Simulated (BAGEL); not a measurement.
**A workflow on singlet InSiH3ClO+**

Aim: a single-point energy (singlet InSiH3ClO+, HF/ANO-RCC-VDZP), then a single-point energy (doublet InSiH3ClO, NEVPT2(3,3)/ANO-RCC-VDZP) of ClH3InOSi. 

The calculation is run with BAGEL 1.2.2.

## (1) The structure to begin with

InSiH3ClO+: 7 atoms, total charge +1, spin state singlet. SMILES of the parent species: `[SiH3][O][In][Cl]`. The Si1–H5 distance was set to 1.715 Å, away from the relaxed value. That shape belongs to the parent species and isn't relaxed for this state.

Bond lengths: Si1–O2 1.634 Å, O2–In3 1.993 Å, In3–Cl4 2.351 Å, Si1–H6 1.486 Å, Si1–H7 1.491 Å. Angles: Si1–O2–In3 137.3°, O2–In3–Cl4 115.6°, O2–Si1–H6 108.5°, O2–Si1–H7 111.6°, H6–Si1–H7 108.8°. A long bond or contact: Si1–H5 1.715 Å.

## (2) The energy at HF/ANO-RCC-VDZP (DKH2, density fitting with AutoAux) (run 1)

The input, input.json:

```json
{ "bagel": [

{
  "title": "molecule",
  "basis": "ano-rcc-vdzp.json",
  "df_basis": "ano-rcc-vdzp-autoaux.json",
  "angstrom": "true",
  "dkh": "true",
  "geometry": [
    { "atom": "Si", "xyz": [   -0.055338,    1.014869,    0.628210 ] },
    { "atom": "O", "xyz": [    0.131762,   -0.571331,    0.281910 ] },
    { "atom": "In", "xyz": [   -0.509538,   -1.853031,   -1.103190 ] },
    { "atom": "Cl", "xyz": [    0.258762,   -4.062931,   -0.873790 ] },
    { "atom": "H", "xyz": [    0.496200,    2.009500,   -0.655300 ] },
    { "atom": "H", "xyz": [    0.731762,    1.328069,    1.849310 ] },
    { "atom": "H", "xyz": [   -1.485338,    1.356369,    0.877310 ] }
  ]
},
{
  "title": "hf",
  "charge": 1
},
{
  "title": "print",
  "file": "orbitals.molden",
  "orbitals": "true"
}

]}
```

The basis set ANO-RCC-VDZP is read from a file made from the Basis Set Exchange's data (not shown).

Run with:

```bash
$ BAGEL_NUM_THREADS=1 BAGEL input.json > input.out
```

Standard output:

```text
* using 1 threads per process

  ===============================================================
  ===============================================================

  *** Geometry ***

  { "atom" : "Si", "xyz" : [     -0.104574,      1.917824,      1.187145 ] },
  { "atom" : "O", "xyz" : [      0.248994,     -1.079659,      0.532733 ] },
  { "atom" : "In", "xyz" : [     -0.962887,     -3.501721,     -2.084727 ] },
  { "atom" : "Cl", "xyz" : [      0.488989,     -7.677827,     -1.651224 ] },
  { "atom" : "H", "xyz" : [      0.937682,      3.797405,     -1.238338 ] },
  { "atom" : "H", "xyz" : [      1.382830,      2.509687,      3.494689 ] },
  { "atom" : "H", "xyz" : [     -2.806882,      2.563166,      1.657876 ] },

  Number of auxiliary basis functions:     1233

  Since a DF basis is specified, we compute 2- and 3-index integrals:
    o Being stored without compression. Storage requirement is 0.115 GB

  Number of basis functions:      108
  Number of electrons      :       91

    * METHOD: MOLECULE                             3.45

  *** RHF ***

  === Nuclear Repulsion ===
   521.5937889540

      * DIIS with orbital gradients will be used.

  === RHF iteration (ano-rcc-vdzp.json) ===
      0      -6703.69512035          0.01822084           0.95
      1      -6703.69496347          0.02043133           0.95
      2      -6703.98817343          0.00183086           0.95
      3      -6703.99228458          0.00062724           0.95
      4      -6703.99289202          0.00014676           0.96
      5      -6703.99295777          0.00006050           0.96
      6      -6703.99297071          0.00003184           0.97
      7      -6703.99297532          0.00001084           0.97
      8      -6703.99297604          0.00000437           0.97
      9      -6703.99297614          0.00000181           0.95
     10      -6703.99297617          0.00000076           0.95
     11      -6703.99297617          0.00000030           0.95
     12      -6703.99297618          0.00000014           0.95
     13      -6703.99297617          0.00000008           0.95
     14      -6703.99297617          0.00000004           0.95
     15      -6703.99297617          0.00000002           0.95
     16      -6703.99297617          0.00000001           0.96
    * SCF iteration converged.

    * Permanent dipole moment:
           (    1.350272,    -0.176635,     1.611963) a.u.

    * METHOD: HF                                  18.97

    * METHOD: PRINT                                0.02

  ===============================================================
```

Run time: 23 s. Hardware: 1 thread of Arm Neoverse V2, shared host; peak memory 0.44 GiB.

## (3) Doublet neutral InSiH3ClO: the energy at NEVPT2(3,3)/ANO-RCC-VDZP (DKH2, density fitting with AutoAux) (run 2)

The input, nevpt2.json:

```json
{ "bagel": [

{
  "title": "molecule",
  "basis": "ano-rcc-vdzp.json",
  "df_basis": "ano-rcc-vdzp-autoaux.json",
  "angstrom": true,
  "dkh": true,
  "geometry": [
    { "atom": "Si", "xyz": [   -0.055338,    1.014869,    0.628210 ] },
    { "atom": "O", "xyz": [    0.131762,   -0.571331,    0.281910 ] },
    { "atom": "In", "xyz": [   -0.509538,   -1.853031,   -1.103190 ] },
    { "atom": "Cl", "xyz": [    0.258762,   -4.062931,   -0.873790 ] },
    { "atom": "H", "xyz": [    0.496200,    2.009500,   -0.655300 ] },
    { "atom": "H", "xyz": [    0.731762,    1.328069,    1.849310 ] },
    { "atom": "H", "xyz": [   -1.485338,    1.356369,    0.877310 ] }
  ]
},
{
  "title": "hf",
  "charge": 1
},
{
  "title": "casscf",
  "nstate": 1,
  "nact": 3,
  "nclosed": 44,
  "nspin": 1,
  "active": [45, 46, 52],
  "maxiter": 200,
  "natocc": true
},
{
  "title": "nevpt2",
  "nstate": 1,
  "nact": 3,
  "nclosed": 44,
  "nspin": 1,
  "active": [45, 46, 52],
  "maxiter": 200,
  "natocc": true,
  "ncore": 29
},
{
  "title": "print",
  "file": "orbitals.molden",
  "orbitals": true
}

]}
```

The basis set ANO-RCC-VDZP is read from a file made from the Basis Set Exchange's data (not shown).

Run with:

```bash
$ BAGEL_NUM_THREADS=1 BAGEL nevpt2.json > nevpt2.out
```

Standard output:

```text
* using 1 threads per process

  ===============================================================
  ===============================================================

  *** Geometry ***

  { "atom" : "Si", "xyz" : [     -0.104574,      1.917824,      1.187145 ] },
  { "atom" : "O", "xyz" : [      0.248994,     -1.079659,      0.532733 ] },
  { "atom" : "In", "xyz" : [     -0.962887,     -3.501721,     -2.084727 ] },
  { "atom" : "Cl", "xyz" : [      0.488989,     -7.677827,     -1.651224 ] },
  { "atom" : "H", "xyz" : [      0.937682,      3.797405,     -1.238338 ] },
  { "atom" : "H", "xyz" : [      1.382830,      2.509687,      3.494689 ] },
  { "atom" : "H", "xyz" : [     -2.806882,      2.563166,      1.657876 ] },

  Number of auxiliary basis functions:     1233

  Since a DF basis is specified, we compute 2- and 3-index integrals:
    o Being stored without compression. Storage requirement is 0.115 GB

  Number of basis functions:      108
  Number of electrons      :       91

    * METHOD: MOLECULE                             3.44

  *** RHF ***

  === Nuclear Repulsion ===
   521.5937889540

      * DIIS with orbital gradients will be used.

  === RHF iteration (ano-rcc-vdzp.json) ===
      0      -6703.69512035          0.01822084           0.96
      1      -6703.69496347          0.02043133           0.96
      2      -6703.98817343          0.00183086           0.96
      3      -6703.99228458          0.00062724           0.96
      4      -6703.99289202          0.00014676           0.97
      5      -6703.99295777          0.00006050           0.97
      6      -6703.99297071          0.00003184           0.97
      7      -6703.99297532          0.00001084           0.97
      8      -6703.99297604          0.00000437           0.97
      9      -6703.99297614          0.00000181           0.96
     10      -6703.99297617          0.00000076           0.96
     11      -6703.99297617          0.00000030           0.96
     12      -6703.99297618          0.00000014           0.95
     13      -6703.99297617          0.00000008           0.96
     14      -6703.99297617          0.00000004           0.96
     15      -6703.99297617          0.00000002           0.95
     16      -6703.99297617          0.00000001           0.96
    * SCF iteration converged.

    * Permanent dipole moment:
           (    1.350272,    -0.176635,     1.611963) a.u.

    * METHOD: HF                                  19.10

  ---------------------------
      CASSCF calculation
  ---------------------------

    ==== Active orbitals : =====
         Orbital 45
         Orbital 46
         Orbital 52
    ============================

    * nstate   :      1
    * nclosed  :     44
    * nact     :      3
    * nvirt    :     61
  === CASSCF iteration (ano-rcc-vdzp.json) ===

    * Using the second-order algorithm

      0  0     -6704.29621125     9.12e-03      0.31

      1  0     -6704.32334412     3.87e-04      4.43

      2  0     -6704.33797142     4.98e-04      3.88

      3  0     -6704.33917938     7.38e-05      4.28

      4  0     -6704.33919188     1.45e-05      4.23

      5  0     -6704.33919213     3.36e-06      4.27

      6  0     -6704.33919214     7.45e-07      4.41

      7  0     -6704.33919214     1.61e-07      4.40

      8  0     -6704.33919214     3.45e-08      4.12

      9  0     -6704.33919214     7.31e-09      3.89

    * Second-order optimization converged. *

     guess   0:   closed 1..                  open .1.

  === FCI iteration ===

      0  0     -6704.32155304     4.65e-02      0.00
      1  0     -6704.33918527     7.21e-04      0.00
      2  0     -6704.33919213     1.97e-05      0.00
      3  0     -6704.33919214     2.56e-06      0.00
      4  0     -6704.33919214     2.16e-07      0.00
      5  0     -6704.33919214     1.62e-08      0.00
      6  0     -6704.33919214     4.67e-10      0.00
      7  0 *   -6704.33919214     1.37e-15      0.00

     * ci vector, state   0, <S^2> = 0.7500
       2a.    -0.9921081311
       .a2    -0.1253780737

    * METHOD: CASSCF                              41.68

    * freezing 29 orbitals

  === DF-NEVPT2 calculation ===

    * 3-index integral transformation done
    * assembly done

      NEVPT2 correlation energy:   -0.8510339075      0.39

          (+0)     -0.7185969571
          (+0)'    -0.0421938663
          (+1)     -0.0229431441
          (+1)'    -0.0044473100
          (+2)     -0.0002803607
          (-1)     -0.0478030903
          (-1)'    -0.0062595744
          (-2)     -0.0085096047

      NEVPT2 total energy:       -6705.1902260452

    * METHOD: NEVPT2                               1.78

    * METHOD: PRINT                                0.02

  ===============================================================
```

Run time: 66 s. Hardware: 1 thread of Arm Neoverse V2, shared host; peak memory 0.47 GiB.

## (4) What came out

| quantity | value |
| --- | --- |
| run 1, HF/ANO-RCC-VDZP: total energy | -6703.99298 Eh |
| run 1, HF/ANO-RCC-VDZP: HOMO energy | -15.55 eV |
| run 1, HF/ANO-RCC-VDZP: LUMO energy | -8.21 eV |
| run 1, HF/ANO-RCC-VDZP: HOMO–LUMO gap | 7.34 eV |
| doublet neutral InSiH3ClO: total energy | -6705.19023 Eh |
